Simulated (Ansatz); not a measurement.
Working through a calculation of the elastic constants of KMgF3, space group Pm-3m

Program: the Ansatz DFT code, driven from Python.

Run as a notebook:

In [1]:
```python
import warnings

import ansatz as az
import numpy as np
```

In [2]:
```python
FUNCTIONAL = "pbe"
SCF_TOL = 1e-08
KGRID = (6, 6, 6)
```

In [3]:
```python
warnings.simplefilter("ignore", az.DeckWarning)
```

In [4]:
```python
vectors = np.array([
    [3.9859, 0.0, 0.0],
    [0.0, 3.9859, 0.0],
    [0.0, 0.0, 3.9859],
])
xtal = (
    az.Lattice.of(vectors)
    .atom("K", [0.5, 0.5, 0.5])
    .atom("Mg", [0.0, 0.0, 0.0])
    .atom("F", [0.5, 0.0, 0.0])
    .atom("F", [0.0, 0.5, 0.0])
    .atom("F", [0.0, 0.0, 0.5])
)
```

In [5]:
```python
setup = (
    xtal.calculation()
    .functional(FUNCTIONAL)
    .occupations(az.OccupationsMethod.FIXED)
    .eigensolver("auto", full_accuracy=True)
    .scf(tolerance=SCF_TOL, self_checks="high")
    .kpoints(*KGRID)
)
res = setup.elastic("clamped_ion").run(threads=1, backend="cpu")
elastic = res.elastic
```

In [6]:
```python
print(np.array2string(np.round(elastic.c_gpa, 1) + 0.0, suppress_small=True))
print("Voigt stress of the unstrained cell (GPa, tension positive):", np.round(elastic.sigma0_gpa, 3) + 0.0)
print("smallest eigenvalue of C:", round(elastic.stability.min_eigenvalue_gpa, 1), "GPa; tensor positive definite:", elastic.stability.min_eigenvalue_gpa > 0)
if elastic.stability.min_eigenvalue_gpa > 0:
    for name, value in elastic.moduli.to_plain().items():
        print(f"{name:14s} {value:9.3f}")
    S = np.linalg.inv(elastic.c_gpa)
    print("Young modulus along x, y, z (GPa):", np.round(1 / np.diag(S)[:3], 1))
    print("linear compressibility along x, y, z (1/TPa):", np.round(1000 * S[:3, :3].sum(axis=1), 2))
```
```text
[[152.1  48.   48.    0.    0.    0. ]
 [ 48.  152.1  48.    0.    0.    0. ]
 [ 48.   48.  152.1   0.    0.    0. ]
 [  0.    0.    0.   47.9   0.    0. ]
 [  0.    0.    0.    0.   47.9   0. ]
 [  0.    0.    0.    0.    0.   47.9]]
Voigt stress of the unstrained cell (GPa, tension positive): [-3.78 -3.78 -3.78  0.    0.    0.  ]
smallest eigenvalue of C: 47.9 GPa; tensor positive definite: True
k_voigt_gpa       82.712
k_reuss_gpa       82.712
k_hill_gpa        82.712
g_voigt_gpa       49.546
g_reuss_gpa       49.464
g_hill_gpa        49.505
youngs_gpa       123.814
poisson            0.251
Young modulus along x, y, z (GPa): [129. 129. 129.]
linear compressibility along x, y, z (1/TPa): [4.03 4.03 4.03]
```

What to keep in mind:
- The settings weren't tested for convergence.
- With fixed filling the reported Fermi level is the top filled level among the k-points of the SCF.
- A positive definite tensor excludes instabilities under uniform strain alone; phonons elsewhere in the zone can still be imaginary.
- The program warned that this SCF threshold is loose for forces or stresses.
- The cell stands under 3.8 GPa at these settings.
- These are clamped-ion constants: where atoms have free coordinates under strain, the relaxed-ion ones can be far smaller or negative, so this tensor doesn't settle whether the crystal is stable.
- The starting cell is as deposited in a crystallographic database; the results hold for this polymorph, which needn't be the stable one.
- The constants belong to the cell that was strained; where it wasn't relaxed first it may be under stress.
- The script silences the warnings on its input, which a real study should read.
- Timing: 17 s on 1 thread of Intel(R) Xeon(R) Platinum 8488C (Sapphire Rapids), with other jobs on the host, peak memory 0.46 GiB.
